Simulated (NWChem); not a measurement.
# AlH3S (SMILES [AlH2][SH]): M06-2X/jorge-TZP

Aim: the electronic atomisation energy of AlH3S at M06-2X/jorge-TZP, from 4 runs. 

Program for the calculation: NWChem 7.3.0.

2 further runs of the same task are left out: 2 that didn't finish.

**1. The structure to begin with**

AlH3S: 5 atoms, total charge 0, spin state singlet. SMILES: `[AlH2][SH]`. The shape is that of a PBE0-D4/def2-TZVP optimisation.

Bond lengths: Al1–S2 2.181 Å, Al1–H3 1.579 Å, Al1–H4 1.581 Å, S2–H5 1.344 Å. Angles: Al1–S2–H5 93.7°, S2–Al1–H3 116.5°, S2–Al1–H4 118.9°, H3–Al1–H4 124.6°.

**2. A single-point energy at M06-2X/jorge-TZP (run 1)**

The input, test.xyz:

```xyz
5
AlH3S M06-2X
Al    -0.616100    -0.064200    -0.181700
S      1.129100    -0.343100     1.096600
H     -1.981700    -0.650100     0.351100
H     -0.441100     0.696000    -1.556400
H      1.959700     0.287800     0.249000
```

The input, test.nw:

```
start test
title "AlH3S M06-2X"
memory total 2200 mb

geometry noautosym nocenter noautoz
load format xyz test.xyz
end

basis spherical bse
* library jorge-TZP
end

dft
xc m06-2x
grid fine
convergence energy 1e-08
maxiter 100
mulliken
noprint "final vectors analysis"
end

task dft energy
```

Run with:

```sh
$ nwchem test.nw > test.out
```

What it wrote:

```text
[...]
          Wavefunction type:  closed shell.
          No. of atoms     :     5
          No. of electrons :    32
[...]
          Charge           :     0
          Spin multiplicity:     1
[...]
          AO basis - number of functions:   122
[...]
              XC Information
              --------------
                       M06-2X Method XC Functional
                     Hartree-Fock (Exact) Exchange  0.540
                        M06-2X Exchange Functional  1.000
                      M06-2X Correlation Potential  1.000
[...]
 d= 0,ls=0.0,diis     1   -642.3943660171 -7.16D+02  3.69D-03  1.15D+01     2.3
[...]
 d= 0,ls=0.0,diis     8   -642.4248552250 -3.98D-09  4.98D-07  5.98D-09    15.4
         Total DFT energy =     -642.424855225033
      One electron energy =    -1036.099875521658
           Coulomb energy =      365.268606167101
    Exchange-Corr. energy =      -45.408490948546
 Nuclear repulsion energy =       73.814905078071
[...]
      Total Density - Mulliken Population Analysis
     ---------------------------------------------
    Atom       Charge   Shell Charges
 -----------   ------   -------------------------------------------------------
    1 Al  13    12.65   0.24  0.58  0.84  0.30  1.70  0.28  0.67  0.45  4.96  0.96  0.52  0.77  0.12  0.12  0.11  0.03
    2 S   16    16.29   0.15  0.46  0.86  0.47  0.49  1.54  0.91  0.89  5.18  0.77  1.02  2.36  1.11  0.02  0.03  0.00
    3 H    1     1.09   0.23  0.54  0.32  0.00  0.00  0.00
    4 H    1     1.09   0.23  0.53  0.32  0.00 -0.00  0.00
    5 H    1     0.89   0.23  0.48  0.13  0.02  0.03  0.00
[...]
```

Run time: 16 s. Hardware: 1 thread of Intel Xeon 6975P-C (Granite Rapids), shared host; peak memory 0.12 GiB.

**3. The Al atom at the same level (run 2)**

The input, mol.nw:

```
start mol
title "Al energy"
memory 2200 mb
geometry noautosym nocenter noautoz
Al    0.000000    0.000000    0.000000
end
basis spherical bse
* library jorge-TZP
end
dft
xc m06-2x
mult 2
grid fine
convergence energy 1e-08
iterations 100
mulliken
print low
end
task dft
```

Run the same way, it converges to -242.33999 Eh (log not shown).

Run 3 isn't shown in full; the table further down has it.

**4. The S atom (run 4)**

The input, job.nw:

```
start job
title "S energy"
memory total 2200 mb
charge 0

geometry units au noautosym nocenter noautoz
  S    0.00000000   0.00000000   0.00000000
end

basis spherical bse
  * library jorge-TZP
end

dft
  xc m06-2x
  mult 3
  grid fine
  convergence energy 1e-08
  iterations 100
  mulliken
  print low
end

task dft
```

Run the same way, it converges to -398.09922 Eh (log not shown).

**5. The series**

| run | level | partner | energy (Eh) | wall time |
| --- | --- | --- | --- | --- |
| 1 | M06-2X/jorge-TZP | base | -642.424855 | 16 s |
| 2 | UM06-2X/jorge-TZP | atoms | -242.339992 | 2.2 s |
| 3 | UM06-2X/jorge-TZP | atoms | -0.498092 | 0.7 s |
| 4 | UM06-2X/jorge-TZP | atoms | -398.099220 | 1.8 s |

**6. Outcome**

At M06-2X/jorge-TZP:

```
                     quantity          value
         S atom: total energy  -398.09922 Eh
                 S atom: ⟨S²⟩          2.004
electronic atomisation energy      13.371 eV
```

Taking the molecule apart into free atoms costs 13.37 eV (1290 kJ/mol), before zero-point energy and without spin-orbit coupling. All runs together took 21 s, the longest 16 s.
